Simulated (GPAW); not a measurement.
# HfGe (P-6m2) in GPAW: notebook, part 2 of 2

GPAW 26.7.0.

### 4 Single point, LDA+U

run.py reads:

```python
from ase.dft.bandgap import bandgap
from ase.io import read, write
from ase.units import GPa
from gpaw import GPAW, PW

atoms = read('POSCAR')

calc = GPAW(mode=PW(600),
            xc='LDA',
            kpts={'size': (8, 8, 8), 'gamma': True},
            occupations={'name': 'fermi-dirac', 'width': 0.05},
            setups={'Hf': ':d,5.0'},
            nbands=18,
            convergence={'density': 1e-05, 'energy': 1e-05},
            maxiter=150,
            txt='gpaw.txt')
atoms.calc = calc
energy = atoms.get_potential_energy()
forces = atoms.get_forces()
stress = atoms.get_stress()
calc.write('gs.gpw')
write('result.traj', atoms)
print(f'Energy: {energy:.6f} eV')
print('Forces (eV/A):')
print(forces.round(4))
print('Stress (GPa):', (stress / GPa).round(3))
print('Fermi level:', round(calc.get_fermi_level(), 4), 'eV')
print(f'Gap: {bandgap(calc)[0]:.4f} eV, direct: {bandgap(calc, direct=True)[0]:.4f} eV')
```

POSCAR reads:

```
HfGe
1.0
    3.9335093854      0.0000000000      0.0000000000
   -1.9667546927      3.4065190538      0.0000000000
    0.0000000000      0.0000000000      3.5096193900
Hf Ge
1 1
Direct
    0.0000000000      0.0000000000      0.5000000000
    0.3333333333      0.6666666667      0.5000000000
```

Potentials or basis: the program's PAW data sets (release 1.2.1) made for this functional, pw.

Launch:

```sh
$ OMP_NUM_THREADS=1 python run.py
```

gpaw.txt:

```text
__  _  _
 | _ |_)|_||  |
 |__||  | ||/\| - 26.7.0

Input parameters:
  mode=PW(ecut=600.0),
  convergence={'density': 1e-05, 'energy': 1e-05},
  kpts=MonkhorstPack(size=(8, 8, 8), gamma=True),
  maxiter=150,
  nbands=18,
  occupations=Occupations(name='fermi-dirac', width=0.05),
  setups={'Hf': ':d,5.0'},
  xc=XC(name='LDA')

Diagonalizing LCAO Hamiltonian
Converting LCAO to pw mode

         Ge
       Hf

Atoms  # Å, Bohr magnetons
|   | symbol |         x |        y |        z |    initial magnetic moments |
|---|--------|-----------|----------|----------|-----------------------------|
| 0 |     Hf |  0.000000 | 0.000000 | 1.754810 | ( 0.0000,  0.0000,  0.0000) |
| 1 |     Ge | -0.000000 | 2.271013 | 1.754810 | ( 0.0000,  0.0000,  0.0000) |

Unit cell  # Å
| periodic |         x |        y |        z |  lengths |     angles |
|----------|-----------|----------|----------|----------|------------|
|      yes |  3.933509 | 0.000000 | 0.000000 | 3.933509 |  90.000000 |
|      yes | -1.966755 | 3.406519 | 0.000000 | 3.933509 |  90.000000 |
|      yes |  0.000000 | 0.000000 | 3.509619 | 3.509619 | 120.000000 |

Number of symmetries: 12
Symmetry operations  # r_c * U_cc + t_c -> r_c
|    | kind |            matrix            |
|----|------|------------------------------|
|  0 |  σ   |  1, 1, 0,  0,-1, 0,  0, 0, 1 |
|  1 |  C2  |  1, 1, 0,  0,-1, 0,  0, 0,-1 |
|  2 |  E   |  1, 0, 0,  0, 1, 0,  0, 0, 1 |
|  3 |  σ   |  1, 0, 0,  0, 1, 0,  0, 0,-1 |
|  4 |  C3  |  0, 1, 0, -1,-1, 0,  0, 0, 1 |
|  5 |  S3  |  0, 1, 0, -1,-1, 0,  0, 0,-1 |
|  6 |  σ   |  0,-1, 0, -1, 0, 0,  0, 0, 1 |
|  7 |  C2  |  0,-1, 0, -1, 0, 0,  0, 0,-1 |
|  8 |  σ   | -1, 0, 0,  1, 1, 0,  0, 0, 1 |
|  9 |  C2  | -1, 0, 0,  1, 1, 0,  0, 0,-1 |
| 10 |  C3  | -1,-1, 0,  1, 0, 0,  0, 0, 1 |
| 11 |  S3  | -1,-1, 0,  1, 0, 0,  0, 0,-1 |

BZ-sampling:
  Number of BZ points: 512
  Number of IBZ points: 50

  Monkhorst-Pack size: [8, 8, 8]
  Monkhorst-Pack shift: [0.0625, 0.0625, 0.0625]

K-points  # in reciprocal-cell coordinates
|     |                                coordinates |     weight |
|-----|--------------------------------------------|------------|
|   0 | (  0.00000000,   0.00000000,   0.00000000) | 0.00195312 |
|   1 | (  0.00000000,   0.00000000,   0.12500000) | 0.00390625 |
|   2 | (  0.00000000,   0.00000000,   0.25000000) | 0.00390625 |
|   3 | (  0.00000000,   0.00000000,   0.37500000) | 0.00390625 |
|   4 | (  0.00000000,   0.00000000,   0.50000000) | 0.00195312 |
|   5 | (  0.12500000,   0.00000000,   0.00000000) | 0.01171875 |
|   6 | (  0.12500000,   0.00000000,   0.12500000) | 0.02343750 |
|   7 | (  0.12500000,   0.00000000,   0.25000000) | 0.02343750 |
|   8 | (  0.12500000,   0.00000000,   0.37500000) | 0.02343750 |
|   9 | (  0.12500000,   0.00000000,   0.50000000) | 0.01171875 |
| ... |                                            |            |
|  49 | (  0.50000000,   0.50000000,   0.50000000) | 0.00585938 |

Plane wave coefficients: 1594
Cutoff: 600.0 eV

Spin-components: 1 (collinear spins)
Bands:           18
Projectors:      11
Spin-degeneracy: 2
[... 64 lines left out ...]
    |    p |        |      23.164 |    1.005 |
    |    d |        |       0.000 |    1.005 |

    Using partial waves for Ge as LCAO basis

Reference energy: -466659.146203  # eV

eigensolver:
  PPCG
  Converge bands: occupied
  niter=2

density mixing:
  MSR1-Mixer
  Pratt-step length: 0.05
  Maximum mixing coefficient: 0.75
  Old densities: 10
  SVD Regularization: 0.005
  Good broyden scale: 1.0
  Trust region scale: 1.0
  Backstep threshold: 4.0
  History deletion threshold: 6.0
  Fourier metric: weight=20.0, sigma=0.015

occupation numbers:
  Fermi-Dirac:
    width: 0.0500  # eV

poisson solver:
  ecut: 4800.0  # eV

xc functional:
  name: None

convergence criteria:
- Maximum integral of absolute [dens]ity change: 1e-05 electrons / valence electron
- Maximum [total energy] change in last 3 cyles: 1e-05 eV / valence electron
- Maximum integral of absolute [eigenst]ate change: 4e-08 eV^2 / valence electron
maximum number of iterations: 150

SCF iterations
|iter     | |      energy | eigst |  dens |
|---------|-|-------------|-------|-------|
|iter:   1| |   -6.273625 | -0.01 |       |
|iter:   2| |   -6.014936 | -2.06 | -0.87 |
|iter:   3| |   -5.270704 | -0.82 | -0.93 |
|iter:   4| |   -5.353855 | -2.85 | -1.61 |
|iter:   5| |   -5.415151 | -2.72 | -1.88 |
|iter:   6| |   -5.418676 | -3.83 | -2.46 |
|iter:   7| |   -5.418955 | -4.97 | -3.05 |
|iter:   8| |   -5.418995 | -5.74 | -3.72 |
|iter:   9| |   -5.419013c| -6.53 | -4.01 |
|iter:  10| |   -5.419025c| -6.85 | -4.29 |
|iter:  11| |   -5.419025c| -7.92c| -4.96 |
|iter:  12| |   -5.419025c| -8.17c| -5.55c|

Converged in 12 steps
Energy contributions relative to reference atoms: (reference = -466659.146203)

Energy contributions:
  Kinetic:          75.774331
  Coulomb:         -65.180001
  Zero:             -0.428596
  External:          0.000000
  Xc:              -15.581233
  Entropy:          -0.007050
  Spinorbit:         0.000000
  ----------------------------
  Free energy:      -5.422550
  Extrapolated:     -5.419025

dipole moment: (-8.380761, -11.670890, 0.000096)  # |e|*Ang

Fermi level: 7.164
Eigenvalues  # (at kpt = [0.000, 0.000, 0.000])
| band index |      eig [eV] | occ [0-2] |
|------------|---------------|-----------|
|          0 |       -55.790 |     2.000 |
|          1 |       -24.782 |     2.000 |
|          2 |       -24.685 |     2.000 |
|          3 |       -24.685 |     2.000 |
|          4 |        -3.418 |     2.000 |
|          5 |         4.260 |     2.000 |
[... 8 lines left out ...]
|         14 |        16.309 |     0.000 |
|         15 |        19.241 |     0.000 |
|        ... |               |           |
|         17 |        22.329 |     0.000 |

No gap
No difference between direct/indirect transitions

Forces  # eV/Ang
|        x |       y |       z |
|----------|---------|---------|
| -0.00000 | 0.00000 | 0.00000 |  # Hf   0
|  0.00000 | 0.00000 | 0.00000 |  # Ge   1

Stress tensor  # eV/Ang^3
|         x |         y |        z |
|-----------|-----------|----------|
| -0.399969 |  0.000000 | 0.000000 |
|  0.000000 | -0.399969 | 0.000000 |
|  0.000000 |  0.000000 | 0.062434 |

# Writing to gs.gpw (mode='')
```

stdout:

```text
Energy: -5.419025 eV
Forces (eV/A):
[[-0.  0.  0.]
 [ 0.  0.  0.]]
Stress (GPa): [-64.082 -64.082  10.003   0.      0.      0.   ]
Fermi level: 7.1644 eV
Gap: 0.0000 eV, direct: 0.0000 eV
```

Run time: 29 s. Hardware: 1 thread of Arm Neoverse V1, shared host; peak memory 0.17 GiB.

What came out:

```
Free energy            : -5.4226 eV
Pressure               : 39.4 GPa
Band gap on the k mesh : none (metal or under the smearing width)
```

Levels at points of the mesh, in eV from the Fermi level:
| k point | band 6 | band 7 | band 8 | band 9 | band 10 | band 11 |
| --- | --- | --- | --- | --- | --- | --- |
| (0.00, 0.00, 0.00) | -2.90 | -2.90 | -1.53 | 2.06 | 4.66 | 4.67 |
| (0.00, 0.00, 0.50) | -3.73 | -2.49 | -2.49 | 2.50 | 2.50 | 5.11 |
| (0.50, 0.50, 0.00) | -4.34 | -1.11 | -0.47 | 0.70 | 1.31 | 2.96 |
| (0.50, 0.50, 0.50) | -3.34 | -2.83 | 0.13 | 0.80 | 1.62 | 1.63 |

Caveat: a pressure of tens of GPa on the cell as given is suspect, and the run, the potentials or the cell itself is likely at fault; U without spin polarisation on a metal has little footing; the U is typed as a test and isn't derived for this compound. The run has no spin-orbit coupling, so splittings on Hf are missing.

### 5 Single point, LDA+U

Edit run.py of step 4 so:

```diff
@@ -11,3 +11,3 @@
             occupations={'name': 'fermi-dirac', 'width': 0.05},
-            setups={'Hf': ':d,5.0'},
+            setups={'Hf': ':d,6.0'},
             nbands=18,
```

POSCAR is that of step 4.

Launch:

```sh
$ OMP_NUM_THREADS=1 python run.py
```

Wall time 31 s (1 thread of Arm Neoverse V1, shared host); peak memory 0.17 GiB.

The run converged. Its results:

* Free energy: -4.6273 eV
* Pressure: 40.9 GPa
* Band gap on the k mesh: none (metal or under the smearing width)

Stress tensor (GPa, compression positive):
```
65.70  0.00  0.00
 0.00 65.70  0.00
 0.00  0.00 -8.65
```

Levels at points of the mesh, in eV from the Fermi level:
```tsv
k point	band 6	band 7	band 8	band 9	band 10	band 11
(0.00, 0.00, 0.00)	-3.00	-3.00	-1.48	1.97	4.59	5.06
(0.00, 0.00, 0.50)	-3.84	-2.58	-2.58	2.75	2.75	5.34
(0.50, 0.50, 0.00)	-4.46	-1.12	-0.57	0.80	1.34	2.85
(0.50, 0.50, 0.50)	-3.35	-2.92	0.04	0.70	1.55	1.82
```

Caveat: a pressure of tens of GPa on the cell as given is suspect, and the run, the potentials or the cell itself is likely at fault; U without spin polarisation on a metal has little footing; the U is typed as a test and isn't derived for this compound.

### 6 Single point, LDA+U

Edit run.py of step 5 so:

```diff
@@ -11,3 +11,3 @@
             occupations={'name': 'fermi-dirac', 'width': 0.05},
-            setups={'Hf': ':d,6.0'},
+            setups={'Hf': ':d,8.0'},
             nbands=18,
```

POSCAR is that of step 5.

Potentials or basis: the program's PAW data sets (release 1.2.1) made for this functional, pw.

Launch:

```sh
$ OMP_NUM_THREADS=1 python run.py
```

gpaw.txt:

```text
__  _  _
 | _ |_)|_||  |
 |__||  | ||/\| - 26.7.0

Input parameters:
  mode=PW(ecut=600.0),
  convergence={'density': 1e-05, 'energy': 1e-05},
  kpts=MonkhorstPack(size=(8, 8, 8), gamma=True),
  maxiter=150,
  nbands=18,
  occupations=Occupations(name='fermi-dirac', width=0.05),
  setups={'Hf': ':d,8.0'},
  xc=XC(name='LDA')

Diagonalizing LCAO Hamiltonian
Converting LCAO to pw mode

         Ge
       Hf

Atoms  # Å, Bohr magnetons
|   | symbol |         x |        y |        z |    initial magnetic moments |
|---|--------|-----------|----------|----------|-----------------------------|
| 0 |     Hf |  0.000000 | 0.000000 | 1.754810 | ( 0.0000,  0.0000,  0.0000) |
| 1 |     Ge | -0.000000 | 2.271013 | 1.754810 | ( 0.0000,  0.0000,  0.0000) |

Unit cell  # Å
| periodic |         x |        y |        z |  lengths |     angles |
|----------|-----------|----------|----------|----------|------------|
|      yes |  3.933509 | 0.000000 | 0.000000 | 3.933509 |  90.000000 |
|      yes | -1.966755 | 3.406519 | 0.000000 | 3.933509 |  90.000000 |
|      yes |  0.000000 | 0.000000 | 3.509619 | 3.509619 | 120.000000 |
[... 171 lines left out ...]

Converged in 16 steps
Energy contributions relative to reference atoms: (reference = -466659.146203)

Energy contributions:
  Kinetic:          78.024305
  Coulomb:         -67.012358
  Zero:             -0.415193
  External:          0.000000
  Xc:              -13.704483
  Entropy:          -0.007371
  Spinorbit:         0.000000
  ----------------------------
  Free energy:      -3.115099
  Extrapolated:     -3.111414

dipole moment: (-8.372470, -11.691472, 0.000096)  # |e|*Ang

Fermi level: 7.576
Eigenvalues  # (at kpt = [0.000, 0.000, 0.000])
| band index |      eig [eV] | occ [0-2] |
|------------|---------------|-----------|
|          0 |       -56.020 |     2.000 |
|          1 |       -25.146 |     2.000 |
|          2 |       -24.821 |     2.000 |
|          3 |       -24.821 |     2.000 |
|          4 |        -3.320 |     2.000 |
|          5 |         4.223 |     2.000 |
[... 8 lines left out ...]
|         14 |        16.403 |     0.000 |
|         15 |        19.184 |     0.000 |
|        ... |               |           |
|         17 |        22.097 |     0.000 |

No gap
No difference between direct/indirect transitions

Forces  # eV/Ang
|       x |       y |       z |
|---------|---------|---------|
| 0.00000 | 0.00000 | 0.00000 |  # Hf   0
| 0.00000 | 0.00000 | 0.00000 |  # Ge   1

Stress tensor  # eV/Ang^3
|         x |         y |        z |
|-----------|-----------|----------|
| -0.415662 |  0.000000 | 0.000000 |
|  0.000000 | -0.415662 | 0.000000 |
|  0.000000 |  0.000000 | 0.028203 |

# Writing to gs.gpw (mode='')
```

stdout:

```text
Energy: -3.111414 eV
Forces (eV/A):
[[0. 0. 0.]
 [0. 0. 0.]]
Stress (GPa): [-66.596 -66.596   4.519   0.      0.      0.   ]
Fermi level: 7.5761 eV
Gap: 0.0000 eV, direct: 0.0000 eV
```

Run time: 42 s. Hardware: 1 thread of Arm Neoverse V1, shared host; peak memory 0.17 GiB.

What came out:

```
Free energy            : -3.1151 eV
Pressure               : 42.9 GPa
Band gap on the k mesh : none (metal or under the smearing width)
```

Stress tensor (GPa, compression positive):
```
66.60  0.00  0.00
 0.00 66.60  0.00
 0.00  0.00 -4.52
```

Caveat: a pressure of tens of GPa on the cell as given is suspect, and the run, the potentials or the cell itself is likely at fault; U without spin polarisation on a metal has little footing; the U is typed as a test and isn't derived for this compound. Spin-orbit coupling is left out, which matters for the levels of Hf.

### 7 Overview

```csv
U,gap on the mesh (eV),pressure (GPa)
Hf d U = 3 eV,none,36.1
Hf d U = 4 eV,none,37.8
Hf d U = 5 eV,none,39.4
Hf d U = 6 eV,none,40.9
Hf d U = 8 eV,none,42.9
```

Alike in all rows: task single point; level LDA+U; potentials or basis the program's PAW data sets (release 1.2.1) made for this functional, pw; no spin polarisation; cell as given; k mesh 8 × 8 × 8; cutoff (eV) 600; smearing fermi-dirac 0.05 eV.

Every run on the cell as given and a fine mesh finds a metal.

Caveats: a pressure of tens of GPa on the cell as given is suspect, and the run, the potentials or the cell itself is likely at fault; U without spin polarisation on a metal has little footing; the U is typed as a test and isn't derived for this compound.

Total energies depend on the potentials used, so only differences within one code and one set of settings carry meaning.
